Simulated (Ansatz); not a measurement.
**CH5AlGeO: a ladder of functionals and wavefunction methods**

How much do the methods differ for CH5AlGeO? The plan is to run it at one geometry with functionals of several rungs and with coupled cluster, and see how far each lands from CCSD(T) at the basis-set limit for the atomisation energy.

Computed with Ansatz 0.2.0, Gaussian basis. Level: functionals in def2-TZVPP, the program's frozen cores in correlated methods.

Plan: PBE-D4, r2SCAN-D4, PBE0-D4, B3LYP-D4, ωB97X-V, ωB97M-V, B2PLYP; CCSD(T)/def2-TZVPP; MP2/def2-QZVPP; extrapolation to the limit.

### 1 Structure used throughout

An earlier PBE0-D4/def2-TZVP relaxation fixed the geometry.

9 atoms, charge 0, spin multiplicity 1.

Atoms are counted from 1 here; the program's logs count them from 0.

Bond lengths: O1–C2 1.199 Å, C2–Ge3 2.013 Å, C2–H5 1.116 Å, Ge3–Al4 2.482 Å, Ge3–H6 1.538 Å, Ge3–H7 1.545 Å, Al4–H8 1.586 Å, Al4–H9 1.585 Å. Angles: O1–C2–Ge3 123.2°, O1–C2–H5 120.0°, Ge3–C2–H5 116.8°, C2–Ge3–Al4 109.4°, C2–Ge3–H6 106.9°, C2–Ge3–H7 105.8°, Al4–Ge3–H6 114.6°, Al4–Ge3–H7 111.2°, H6–Ge3–H7 108.5°, Ge3–Al4–H8 118.5°, Ge3–Al4–H9 121.0°, H8–Al4–H9 120.5°.

As a file:

```xyz
9
CH5AlGeO
O    -0.5599    0.9337   -2.3837
C     0.2881    0.3669   -1.7535
Ge    0.5480    0.6265    0.2252
Al   -0.8496   -1.0102    1.4613
H     0.9624   -0.3662   -2.2571
H     0.2293    2.1001    0.5288
H     2.0520    0.3855    0.4862
H    -0.7033   -2.5494    1.1074
H    -1.8786   -0.5331    2.5682
```

### 2 PBE-D4 (GGA)

in.yaml reads:

```yaml
crystal:
  periodic: [false, false, false]
  atoms:
    - {symbol: O, position_ang: [-0.559881, 0.933657, -2.383694]}
    - {symbol: C, position_ang: [0.288095, 0.366939, -1.753473]}
    - {symbol: Ge, position_ang: [0.548026, 0.626486, 0.225247]}
    - {symbol: Al, position_ang: [-0.849626, -1.010151, 1.461251]}
    - {symbol: H, position_ang: [0.962364, -0.366153, -2.257134]}
    - {symbol: H, position_ang: [0.229284, 2.100090, 0.528773]}
    - {symbol: H, position_ang: [2.051969, 0.385475, 0.486233]}
    - {symbol: H, position_ang: [-0.703270, -2.549413, 1.107381]}
    - {symbol: H, position_ang: [-1.878561, -0.533130, 2.568215]}
basis:
  gaussian: {orbitals: def2-TZVPP}
hamiltonian: {xc: pbe, dispersion: d4}
output: {forces: true, orbitals: {seedname: orbitals}}
```

Run with:

```
> ansatz run in.yaml --threads 4 --pin off --events-out ev --progress --plain --max-ram 10444MiB
```

Further steps of the session: r2SCAN-D4 (meta-GGA); PBE0-D4 (hybrid); B3LYP-D4 (hybrid); ωB97X-V (range-separated); ωB97M-V (range-separated); B2PLYP (double hybrid); CCSD(T) in def2-TZVPP; MP2 in def2-QZVPP.

**Question.** What will the summary of the whole plan be? Wanted: atomisation energy, CCSD(T)/CBS; farthest; mean size of error, hybrid; mean size of error, range-separated; gap, smallest and largest; T1 diagnostic; triples share of the correlation energy.

The runs gave:

```
                               quantity                                  value
        atomisation energy, CCSD(T)/CBS                          2767.0 kJ/mol
 functionals within 27.7 kJ/mol (1.0 %)  r2SCAN-D4, B3LYP-D4, ωB97X-V, ωB97M-V
                               farthest                  B2PLYP (-45.6 kJ/mol)
             mean size of error, hybrid                            24.2 kJ/mol
    mean size of error, range-separated                            12.8 kJ/mol
              gap, smallest and largest    2.46 eV (PBE-D4), 8.64 eV (ωB97X-V)
                          T1 diagnostic                                 0.0151
triples share of the correlation energy                                  3.8 %
```

**Reading.** PBE-D4 is off by +30.2 kJ/mol, about 3.8 kJ/mol a bond. Double hybrids carry the basis error of their MP2 part in triple zeta, and no dispersion term here, so their miss is partly the set-up's. The reference freezes the cores and leaves out relativity and excitations past (T), and its outer-core shells are covered unevenly, so misses under about 27.7 kJ/mol can't be ranked. Hartree-Fock recovers 70 % of the binding; the rest is correlation. The gap grows from 2.5 to 8.6 eV across the functionals, mostly with the share of exact exchange. Correlated methods include outer-core shells of Ge, which these sets cover unevenly.
